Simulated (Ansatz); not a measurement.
**C2F2HfN2O2: small, medium and large basis sets**

An exercise on one series of results from a longer session: the logs are not shown, and one member is left open.

Method: one geometry, several basis sets; program: Ansatz 0.2.0, Gaussian basis.

The runs, in order: PBE0-D4/def2-SVP; ωB97M-V/def2-SVP; PBE0-D4/def2-QZVPP; ωB97M-V/def2-QZVPP; the functionals' def2-TZVPP values are taken from earlier runs.

**Structure used throughout**

All runs share one geometry, relaxed beforehand with PBE0-D4 in a triple-zeta def2 set. Hf takes the def2 core potential; no spin-orbit term is included.

9 atoms, charge 0, spin multiplicity 1.

Atoms are counted from 1 here; the program's logs count them from 0.

Bond lengths: O1–C2 1.161 Å, C2–N3 1.204 Å, N3–Hf4 2.022 Å, Hf4–F5 1.895 Å, Hf4–F6 1.895 Å, Hf4–N7 2.022 Å, N7–C8 1.204 Å, C8–O9 1.161 Å. Angles: O1–C2–N3 179.9°, C2–N3–Hf4 179.2°, N3–Hf4–F5 109.6°, N3–Hf4–F6 109.6°, N3–Hf4–N7 109.6°, F5–Hf4–F6 108.9°, F5–Hf4–N7 109.6°, F6–Hf4–N7 109.6°, Hf4–N7–C8 179.1°, N7–C8–O9 179.9°.

Geometry (Å):

```
O     3.82606   -0.79789   -0.15376
C     2.74010   -0.40606   -0.27618
N     1.61366   -0.00100   -0.40177
Hf   -0.27001    0.69797   -0.63354
F    -0.84117    0.40644   -2.41713
F    -0.30622    2.55862   -0.27424
N    -1.51104   -0.26330    0.64171
C    -2.26349   -0.82568    1.39421
O    -2.98788   -1.36909    2.12070
```

The first run:

Input file in.yaml:

```yaml
crystal:
  periodic: [false, false, false]
  atoms:
    - {symbol: O, position_ang: [3.826057, -0.797890, -0.153757]}
    - {symbol: C, position_ang: [2.740100, -0.406057, -0.276175]}
    - {symbol: N, position_ang: [1.613659, -0.001000, -0.401773]}
    - {symbol: Hf, position_ang: [-0.270008, 0.697970, -0.633544]}
    - {symbol: F, position_ang: [-0.841168, 0.406437, -2.417131]}
    - {symbol: F, position_ang: [-0.306219, 2.558615, -0.274239]}
    - {symbol: N, position_ang: [-1.511043, -0.263297, 0.641706]}
    - {symbol: C, position_ang: [-2.263486, -0.825680, 1.394215]}
    - {symbol: O, position_ang: [-2.987882, -1.369087, 2.120696]}
basis:
  gaussian: {orbitals: def2-SVP}
hamiltonian: {xc: pbe0, dispersion: d4}
output: {orbitals: {seedname: orbitals}}
```

Run with:

```console
> ansatz run in.yaml --threads 4 --pin off --events-out ev --progress --plain --max-ram 11315MiB
```

Among the steps run: PBE0-D4 in def2-SVP; ωB97M-V in def2-SVP; PBE0-D4 in def2-QZVPP; ωB97M-V in def2-QZVPP.

One of the session's tables, all rows but one given; the rest of the session is left out.

It belongs to the step «Density functionals: the series». 

```
functional       basis  HOMO (eV)  LUMO (eV)
   PBE0-D4    def2-SVP      -9.08      -1.72
   PBE0-D4  def2-TZVPP      -9.16      -1.78
   PBE0-D4  def2-QZVPP      -9.19      -1.80
   ωB97M-V    def2-SVP          ?          ?
   ωB97M-V  def2-TZVPP     -11.35       0.31
   ωB97M-V  def2-QZVPP     -11.37       0.10
```

Q: Estimate the row for ωB97M-V, def2-SVP from the others.

The run gave: HOMO (eV): -11.23; LUMO (eV): 0.37. In the column «HOMO (eV)» it lies between ωB97M-V, def2-TZVPP (-11.35) and PBE0-D4, def2-QZVPP (-9.19).
